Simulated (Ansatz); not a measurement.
# NbTe (zincblende): which electronic and magnetic state is lowest

Task: compare starts of the moments and shells of NbTe (zincblende) at a fixed cell. This structure was made by substitution into a known type, so it needn't be the compound's stable form.

Program: Ansatz 0.2.0. Level of theory: DFT PBE, scalar-relativistic, plane waves, PAW. These are calculated values, not measurements.

## Step 1: The starting structure

The structure is cubic, space group F-43m (No. 216). The conventional cell has a = 6.369 Å, b = 6.369 Å, c = 6.369 Å, α = 90.00°, β = 90.00°, γ = 90.00°. Nb (site symmetry -43m) is surrounded by 4 Te at 2.76 Å. Te (site symmetry -43m) is surrounded by 4 Nb at 2.76 Å.

As a file:

```
Nb Te
1.0
     0.00000    3.18466    3.18466
     3.18466    0.00000    3.18466
     3.18466    3.18466    0.00000
Nb Te
1 1
Cartesian
  0.0000 0.0000 0.0000
  1.5923 1.5923 1.5923
```

This cell comes from an earlier session at PBE: 32.299 Å³/atom at 0.01 GPa, on a 10×10×10 mesh, no gap, moments in the atoms' spheres Nb 1.51 μB.

## Step 2: No spin polarisation

input.yaml reads:

```yaml
crystal:
  lattice:
    - [0.0, 3.1846619175, 3.1846619175]
    - [3.1846619175, 0.0, 3.1846619175]
    - [3.1846619175, 3.1846619175, 0.0]
  atoms:
    - { symbol: Nb, position: [0.0, 0.0, 0.0] }
    - { symbol: Te, position: [0.25, 0.25, 0.25] }
basis:
  ecutwfc: 420
  ecutrho_ratio: 4
kpoints:
  mp_grid: { grid: [10, 10, 10] }
hamiltonian:
  xc: pbe
scf:
  occupations: { method: gaussian, width: 0.05 }
output:
  forces: true
  stress: true
  eigenvalues: true
```

Output:

```text
Warning: RAYON_NUM_THREADS=2 ignored (pool sized by the plan → 2); use --threads N
Engine: ansatz 0.2.0, aarch64-unknown-linux-gnu
Pseudopotentials: kind: paw
Pseudopotential: Nb, paw, valence charge 13, recommended cutoff 420 eV (normal), Nb.paw.azcp
Pseudopotential: Te, paw, valence charge 16, recommended cutoff 420 eV (normal), Te.paw.azcp
Functional definition: PBE
  parameter kappa = 0.804
  parameter beta = 0.06672455060314922
  exchange = pbe_x(kappa = kappa, mu = beta*pi^2/3)
  correlation = pbe_c(beta = beta)
Crystal: 2 atoms, lattice volume = 64.598 Å³
Basis set: ecut = 420 eV, 1243 PW (Γ), exchange–correlation on 64×64×64 points (8 copies of the dense FFT grid, shifted against one another)
Bands: 19, of which v1, the nominal top of the filled ones, is band 15 counted from 1 (14 counted from 0)
Symmetry: 24 space group operations
Space group: F-43m (ITA 216), of the structure as read, at distance tolerance 4.0e-5 Å
k-points: 47 of 1000 (time reversal used)
Non-local potential: Nb, projectors of the file, l = 0: 3, l = 1: 2, l = 2: 2, l = 3: 1
Non-local potential: Te, projectors of the file, l = 0: 2, l = 1: 2, l = 2: 2, l = 3: 2
PAW form: soft (Blöchl's): semilocal exchange-correlation on the pseudo side does not see the compensation charge
PAW one-centre angular grid: Nb, 590 points (default); XC on 64 Gauss nodes
PAW one-centre angular grid: Te, 590 points (default); XC on 64 Gauss nodes
Initial density: superposition of atomic densities (neutral atoms: chi_scale 0, normalization atom), corrected by the library's trained network
Initial wavefunctions: pseudopotential atomic-orbital guess
Functional: x = pbe(κ = 0.804, μ = 0.2195149727645171), c = pbe(β = 0.06672455060314922)
SCF iter   1: F=—  HF=-11530.905688 eV  |F-HF|=—  |Δ(HF+E_count)|=         —  Δρ=4.02e-3  dr2=6.42e-3  ethr=1.77e-3  ⟨swp⟩=6.0  Hψ=4808  notcnv=0
preconditioner: auto → LDOS  [metal: Δε(μ)=0.002 eV  Ē_g=6.310 eV  σ=0.050 eV  W_gap=0.02  n_scr=14 (ndim 8)  ℏωp=15.3 eV  f_vac=0.021  D(μ)=6.36/eV (n_scr^D=64)  β→1.0]
SCF iter   2: F=—  HF=-11530.905611 eV  |F-HF|=—  |Δ(HF+E_count)|=   7.66e-5  Δρ=1.21e-3  dr2=7.86e-4  ethr=2.21e-5  ⟨swp⟩=2.4  Hψ=1850  notcnv=0  defer=2
SCF iter   3: F=—  HF=-11530.905701 eV  |F-HF|=—  |Δ(HF+E_count)|=   8.98e-5  Δρ=7.03e-4  dr2=5.19e-4  ethr=2.71e-6  ⟨swp⟩=2.0  Hψ=1446  notcnv=0  defer=2
SCF iter   4: F=—  HF=-11530.905607 eV  |F-HF|=—  |Δ(HF+E_count)|=   9.37e-5  Δρ=2.90e-4  dr2=7.08e-5  ethr=1.79e-6  ⟨swp⟩=3.0  Hψ=1524  notcnv=0  defer=2
SCF iter   5: F=—  HF=-11530.905608 eV  |F-HF|=—  |Δ(HF+E_count)|=   6.51e-7  Δρ=5.97e-5  dr2=2.37e-6  ethr=2.44e-7  ⟨swp⟩=2.3  Hψ=1141  notcnv=0  defer=2
SCF iter   6: F=—  HF=-11530.905610 eV  |F-HF|=—  |Δ(HF+E_count)|=   1.58e-6  Δρ=2.30e-5  dr2=3.86e-7  ethr=8.17e-9  ⟨swp⟩=2.0  Hψ=1135  notcnv=0  defer=2
SCF iter   7: F=-11530.905610 eV  HF=-11530.905610 eV  |F-HF|=2.39e-9  |Δ(HF+E_count)|=   1.17e-7  Δρ=3.25e-6  dr2=5.34e-9  ethr=3.45e-10  ⟨swp⟩=6.7  Hψ=3901  notcnv=0
SCF 1 converged in 7 iterations: F = -11530.905610 eV  dr2 = 5.34e-9
SCF converged after 7 iterations
Free energy (F): -11530.905610 eV
Harris-Foulkes:  -11530.905610 eV  (|F-HF|=2.39e-9)
Internal energy: -11530.897660 eV  (E = F + TS)
E sigma→0 (E₀):  -11530.901635 eV
Entropy (-TS):   -0.007949 eV (-3.975 meV/atom)
Fermi energy:    9.327893 eV
--- Per-component energies (eV) ---
  E_band       = -449.290110
  E_kinetic    = 571.654575
  E_local      = -2572.083610  (includes V_loc(G=0)·N_el)
  E_nonlocal   = -186.908295
  E_hartree    = 1270.373674
  E_xc         = -296.549166
  E_vxc        = -312.845317  (∫ρ·V_xc dr)
  E_paw        = -7737.639540  (= ΣΔE_a)
  E_vpaw       = -489.853431  (= ΣTr[D̂ρ^β])
  E_aug_tail   = -0.000187  (compensation charges beyond the density's cutoff)
  E_ewald      = -2579.745111
  E_smearing   = -0.007949  (= −TS)
  E_closure    = -0.000000  (closes the sum)
  Σ components = -11530.905610   (vs F -11530.905610, Δ=0.00e0)
--- Forces (eV/Å), atoms counted from 1 ---
  atom   1  Nb     0.00000000    -0.00000000     0.00000000
  atom   2  Te    -0.00000000     0.00000000     0.00000000
  max |Σ_I F_I| component: 3.12e-16 eV/Å
--- Stress (GPa, compression-positive) ---
       -2.739719       0.000000      -0.000000
        0.000000      -2.739719      -0.000000
       -0.000000      -0.000000      -2.739719
  P = ⅓ Tr σ = -2.7397 GPa (-27.397 kbar)
--- Band table (eV; the first three rows and the last of 47) ---
  k-point 0: bands = ["-45.9812", "-27.9967", "-27.9967", "-27.9967", "-27.9720", "-27.9720", "-22.0725", "-22.0725", "-22.0725", "-2.9684", "5.6329", "5.6329", "5.6329", "9.2174", "9.2174", "10.6518", "13.1055", "13.1055", "13.1055"]
  k-point 1: bands = ["-45.9812", "-27.9966", "-27.9966", "-27.9960", "-27.9720", "-27.9720", "-22.0758", "-22.0730", "-22.0730", "-2.9194", "5.4941", "5.6617", "5.6617", "9.1869", "9.1869", "10.9201", "12.6710", "12.9974", "12.9974"]
  k-point 2: bands = ["-45.9810", "-27.9961", "-27.9961", "-27.9941", "-27.9720", "-27.9720", "-22.0846", "-22.0745", "-22.0745", "-2.7881", "5.1894", "5.7336", "5.7336", "9.1461", "9.1461", "11.2344", "12.0262", "12.6437", "12.6437"]
  k-point 46: bands = ["-45.9804", "-27.9935", "-27.9930", "-27.9880", "-27.9724", "-27.9717", "-22.1055", "-22.0883", "-22.0861", "-2.2351", "4.9118", "5.4641", "6.2405", "8.3571", "9.1048", "9.6569", "10.2994", "11.0178", "14.9557"]
```

Run time: 5.2 s. Hardware: 2 threads of an Arm CPU, shared host; peak memory 0.44 GiB.

Result: volume 32.299 Å³/atom, pressure -2.74 GPa, no gap.

## Step 3: Antiferromagnetic, doubled cell, propagation vector (0, 0, 1/2)

input.yaml reads:

```yaml
crystal:
  lattice:
    - [0.0, 3.1846619175, 3.1846619175]
    - [3.1846619175, 0.0, 3.1846619175]
    - [6.369323835, 6.369323835, 0.0]
  atoms:
    - { symbol: Nb, position: [0.0, 0.0, 0.0], spin: 2.0 }
    - { symbol: Te, position: [0.25, 0.25, 0.125] }
    - { symbol: Nb, position: [0.0, 0.0, 0.5], spin: -2.0 }
    - { symbol: Te, position: [0.25, 0.25, 0.625] }
basis:
  ecutwfc: 420
  ecutrho_ratio: 4
kpoints:
  mp_grid: { grid: [10, 10, 5] }
hamiltonian:
  xc: pbe
scf:
  occupations: { method: gaussian, width: 0.05 }
output:
  forces: true
  stress: true
  eigenvalues: true
  populations: true
magnetization:
  spin_polarized: true
```

Output:

```text
Warning: RAYON_NUM_THREADS=2 ignored (pool sized by the plan → 2); use --threads N
[... 9 set-up lines as earlier in the session ...]
Crystal: 4 atoms, lattice volume = 129.196 Å³
Basis set: ecut = 420 eV, 2503 PW (Γ), exchange–correlation on 64×64×128 points (8 copies of the dense FFT grid, shifted against one another)
Bands: 38, of which v1, the nominal top of the filled ones, is band 29 counted from 1 (28 counted from 0)
Symmetry: 6 space group operations
Space group: R3m (ITA 160), of the structure as read, at distance tolerance 5.1e-5 Å
Magnetic group: BNS 160.68 (UNI 1298), of the structure as read, at distance tolerance 5.1e-5 Å
k-points: 58 of 500 (time reversal used)
[... 5 set-up lines as earlier in the session ...]
Initial density: superposition of atomic densities (chi_scale 0.1, normalization cell)
Starting moments: Σ|m| = 4 μB on 2 of 4 sites
Starting magnetic order: antiferromagnet; a translation exchanges its spin sublattices: spin-degenerate at every k-point
[... 2 set-up lines as earlier in the session ...]
SCF iter   1: F=—  HF=-23062.529984 eV  |F-HF|=—  |Δ(HF+E_count)|=         —  Δρ=1.98e-2 (↑1.98e-2 ↓1.98e-2)  dr2=2.37e0  dr2_m=1.10e-1  M=0.000 μB ∫|m|=3.664 μB  β_m=0.30  ethr=3.10e-3  ⟨swp⟩=6.3  Hψ=9324  notcnv=0
Mixer restart at iter 1: flushing history
preconditioner: auto → Kerker (q_TF=auto, 2.387 Å⁻¹)  [metal: Δε(μ)=0.013 eV  Ē_g=6.680 eV  σ=0.050 eV  W_gap=0.15  n_scr=28 (ndim 8)  ℏωp=15.3 eV  f_vac=0.005  D(μ)=7.62/eV (n_scr^D=66)]
spin=Collinear: Kerker preconditioning applied to the charge; magnetization (m = ρ↑ − ρ↓) channel mixes plain (no charge-response kernel on spin).
SCF iter   2: F=—  HF=-23062.410128 eV  |F-HF|=—  |Δ(HF+E_count)|=   1.20e-1  Δρ=1.47e-2 (↑1.47e-2 ↓1.47e-2)  dr2=1.19e0  dr2_m=6.28e-2  M=0.000 μB ∫|m|=3.780 μB  β_m=0.65  ethr=3.10e-3  ⟨swp⟩=2.0  Hψ=3034  notcnv=0  defer=86
SCF iter   3: F=—  HF=-23062.231393 eV  |F-HF|=—  |Δ(HF+E_count)|=   1.79e-1  Δρ=3.90e-3 (↑3.90e-3 ↓3.90e-3)  dr2=3.58e-2  dr2_m=8.78e-3  M=0.000 μB ∫|m|=4.090 μB  β_m=0.82  ethr=2.06e-3  ⟨swp⟩=3.0  Hψ=3769  notcnv=0  defer=123
SCF iter   4: F=—  HF=-23062.269694 eV  |F-HF|=—  |Δ(HF+E_count)|=   3.83e-2  Δρ=9.14e-4 (↑9.14e-4 ↓9.14e-4)  dr2=4.01e-3  dr2_m=2.46e-4  M=0.000 μB ∫|m|=4.119 μB  β_m=0.90  ethr=6.17e-5  ⟨swp⟩=2.2  Hψ=4771  notcnv=0  defer=123
SCF iter   5: F=—  HF=-23062.269738 eV  |F-HF|=—  |Δ(HF+E_count)|=   4.46e-5  Δρ=3.01e-4 (↑3.01e-4 ↓3.01e-4)  dr2=8.32e-4  dr2_m=1.09e-5  M=0.000 μB ∫|m|=4.127 μB  β_m=0.95  ethr=6.92e-6  ⟨swp⟩=2.0  Hψ=3710  notcnv=0  defer=123
SCF iter   6: F=—  HF=-23062.270114 eV  |F-HF|=—  |Δ(HF+E_count)|=   3.76e-4  Δρ=1.36e-4 (↑1.36e-4 ↓1.36e-4)  dr2=1.07e-4  dr2_m=6.26e-6  M=0.000 μB ∫|m|=4.127 μB  β_m=0.97  ethr=1.43e-6  ⟨swp⟩=2.8  Hψ=3844  notcnv=0  defer=123
SCF iter   7: F=—  HF=-23062.270221 eV  |F-HF|=—  |Δ(HF+E_count)|=   1.07e-4  Δρ=4.18e-5 (↑4.18e-5 ↓4.18e-5)  dr2=1.63e-5  dr2_m=7.78e-8  M=0.000 μB ∫|m|=4.125 μB  β_m=0.99  ethr=1.85e-7  ⟨swp⟩=2.0  Hψ=2802  notcnv=0  defer=123
SCF iter   8: F=—  HF=-23062.270244 eV  |F-HF|=—  |Δ(HF+E_count)|=   2.24e-5  Δρ=1.35e-5 (↑1.35e-5 ↓1.35e-5)  dr2=1.52e-6  dr2_m=3.78e-8  M=0.000 μB ∫|m|=4.125 μB  β_m=0.99  ethr=2.82e-8  ⟨swp⟩=2.0  Hψ=2839  notcnv=0  defer=123
SCF iter   9: F=—  HF=-23062.270245 eV  |F-HF|=—  |Δ(HF+E_count)|=   1.44e-6  Δρ=3.80e-6 (↑3.80e-6 ↓3.80e-6)  dr2=1.15e-7  dr2_m=1.89e-9  M=0.000 μB ∫|m|=4.125 μB  β_m=1.00  ethr=2.63e-9  ⟨swp⟩=2.0  Hψ=2843  notcnv=0  defer=123
SCF iter  10: F=—  HF=-23062.270245 eV  |F-HF|=—  |Δ(HF+E_count)|=   9.16e-8  Δρ=1.59e-6 (↑1.59e-6 ↓1.59e-6)  dr2=2.03e-8  dr2_m=7.94e-10  M=0.000 μB ∫|m|=4.125 μB  β_m=1.00  ethr=1.99e-10  ⟨swp⟩=2.0  Hψ=2785  notcnv=0  defer=123
SCF iter  11: F=-23062.270245 eV  HF=-23062.270245 eV  |F-HF|=4.80e-10  |Δ(HF+E_count)|=   8.49e-9  Δρ=6.46e-7 (↑6.46e-7 ↓6.46e-7)  dr2=3.63e-9  dr2_m=7.32e-12  M=0.000 μB ∫|m|=4.125 μB  ethr=3.50e-11  ⟨swp⟩=9.5  Hψ=8451  notcnv=0
SCF 1 converged in 11 iterations: F = -23062.270245 eV  dr2 = 3.63e-9
WARN: an SCF from ferromagnetic starting moments (-2.00, 0.00, -2.00, 0.00 Bohr magnetons, atom by atom) was not made, by what the run has read of turns of its moments that order reads lower: the deck asks for what bars it, or types moments that do (magnetization.spin_polarized, in the input reference, names some of the keys), or the run goes by scf.lower_state_search: light, the default, which as a rule tries one only behind a close that has lost an order of both signs, or on which an open d or half-filled 4f shell of a PAW file has lost a moment that was set nearer to Hund's than to what is left; or, under a Hubbard U, one that names an f shell that the input leaves bare beside given moments, or a larger moment for a shell of low spin that is given one. standard, with a start from the atoms, tries one behind each close (in a relaxation, ahead of its steps or at their end). To set out from that order, type those moments (crystal.atoms[].spin; where shells were raised to Hund's moment, beside crystal.symmetry.detect: false) under scf.lower_state_search: light. The bands of the close that named these starting moments, or of the one ahead of a search that led to it (under cold or Methfessel-Paxton smearing those of the Gaussian ahead of it) read a cost of -61.64 meV for the turn to them, carried on from a small turn (-61.64 by the pairs of d shells alone)
SCF converged after 11 iterations
Magnetization: 0.0000 μB (29.0000 up, 29.0000 down)
Absolute magnetization: 4.1295 μB (∫|ρ↑−ρ↓|, with the PAW one-centre terms)
Spin contamination: 1.9147 ħ² per cell (⟨S²⟩ above its minimum at these occupations)
Per-site moments (μB) at R_I (Å): [(1.3381057315673106, 1.137674225745693), (-0.023272217427831858, 1.1376742257456933), (-1.3381057315673104, 1.1376742257456933), (0.02327221742783204, 1.137674225745693)]
Free energy (F): -23062.270245 eV
Harris-Foulkes:  -23062.270245 eV  (|F-HF|=4.80e-10)
Internal energy: -23062.265918 eV  (E = F + TS)
E sigma→0 (E₀):  -23062.268082 eV
Entropy (-TS):   -0.004328 eV (-1.082 meV/atom)
Fermi energy:    9.329633 eV
--- Per-component energies (eV) ---
  E_band       = -894.795844
  E_kinetic    = 1146.588615
  E_local      = -5151.222343  (includes V_loc(G=0)·N_el)
  E_nonlocal   = -373.102753
  E_hartree    = 2545.753244
  E_xc         = -595.094120
  E_vxc        = -628.244748  (∫ρ·V_xc dr)
  E_paw        = -15475.697965  (= ΣΔE_a)
  E_vpaw       = -980.319781  (= ΣTr[D̂ρ^β])
  E_aug_tail   = -0.000373  (compensation charges beyond the density's cutoff)
  E_ewald      = -5159.490222
  E_smearing   = -0.004328  (= −TS)
  E_closure    = -0.000000  (closes the sum)
  Σ components = -23062.270245   (vs F -23062.270245, Δ=0.00e0)
--- Forces (eV/Å), atoms counted from 1 ---
  atom   1  Nb     0.11457916     0.11457916    -0.11457916
  atom   2  Te    -0.11458260    -0.11458260     0.11458260
  atom   3  Nb     0.11457916     0.11457916    -0.11457916
  atom   4  Te    -0.11458260    -0.11458260     0.11458260
  max |Σ_I F_I| component: 6.89e-6 eV/Å
--- Stress (GPa, compression-positive) ---
       -0.220810       0.122722      -0.122722
        0.122722      -0.220810      -0.122722
       -0.122722      -0.122722      -0.220810
  P = ⅓ Tr σ = -0.2208 GPa (-2.208 kbar)
--- Band table (eV; the first three rows and the last of 116) ---
  k-point 0 ↑: bands = ["-46.2665", "-45.3307", "-27.9331", "-27.9331", "-27.9296", "-27.9250", "-27.9250", "-27.9216", "-27.9088", "-27.9088", "-27.9012", "-27.9012", "-22.4451", "-22.4451", "-22.4287", "-21.3937", "-21.3527", "-21.3527", "-2.9315", "-2.3793", "4.6748", "5.6132", "5.6132", "5.6767", "5.9969", "5.9969", "8.7389", "8.7389", "9.5490", "10.2137", "10.2137", "10.6759", "11.3957", "11.3957", "12.5529", "13.2307", "13.2307", "13.2386"]
  k-point 1 ↑: bands = ["-46.2665", "-45.3307", "-27.9331", "-27.9331", "-27.9289", "-27.9251", "-27.9251", "-27.9223", "-27.9088", "-27.9088", "-27.9012", "-27.9012", "-22.4451", "-22.4451", "-22.4286", "-21.3938", "-21.3527", "-21.3527", "-2.8827", "-2.4354", "4.7381", "5.5368", "5.6308", "5.6308", "5.9909", "5.9909", "8.6874", "8.6874", "9.8079", "10.1155", "10.1155", "10.9454", "11.6525", "11.6525", "12.5157", "12.8426", "13.1370", "13.1370"]
  k-point 2 ↑: bands = ["-46.2665", "-45.3307", "-27.9330", "-27.9330", "-27.9272", "-27.9251", "-27.9251", "-27.9240", "-27.9088", "-27.9088", "-27.9012", "-27.9012", "-22.4451", "-22.4451", "-22.4284", "-21.3940", "-21.3527", "-21.3527", "-2.7532", "-2.5767", "4.9288", "5.2304", "5.6621", "5.6621", "5.9787", "5.9787", "8.6080", "8.6080", "9.9950", "9.9950", "10.4897", "11.3336", "11.9872", "12.1635", "12.1635", "12.5531", "12.8325", "12.8325"]
  k-point 57 ↓: bands = ["-46.2661", "-45.3303", "-27.9309", "-27.9283", "-27.9271", "-27.9235", "-27.9227", "-27.9175", "-27.9091", "-27.9089", "-27.9013", "-27.9011", "-22.4706", "-22.4575", "-22.4257", "-21.3911", "-21.3782", "-21.3649", "-2.2874", "-2.2144", "5.0446", "5.1679", "5.2837", "5.3718", "6.0757", "6.2493", "8.3362", "8.8076", "8.9028", "9.2685", "9.6177", "10.2208", "10.4841", "11.0065", "11.2391", "11.8258", "14.2917", "14.9380"]
--- Löwdin populations: 4 sites ---
  site symbol       q [e]    m [muB]
     0     Nb     12.9322     2.0362
     1     Te     15.9280    -0.0755
     2     Nb     12.9322    -2.0362
     3     Te     15.9280     0.0755
  spilling = 0.004821 (of n_electrons = 58.000000)
```

Caution: the run may have ended on a state that is not the lowest.

Run time: 43 s. Hardware: 2 threads of an Arm CPU, shared host; peak memory 0.69 GiB.

Result: volume 32.299 Å³/atom, pressure -0.22 GPa, metallic, moments in the atoms' spheres Nb 1.34, -1.34 μB.

Spin moments on the atoms, as numbers (put along z; the direction is arbitrary without spin–orbit coupling):

```csv
atom,x (μB),y (μB),z (μB)
Nb1,0.00,0.00,1.34
Nb3,0.00,0.00,-1.34
```

[end of part 1 of 2]
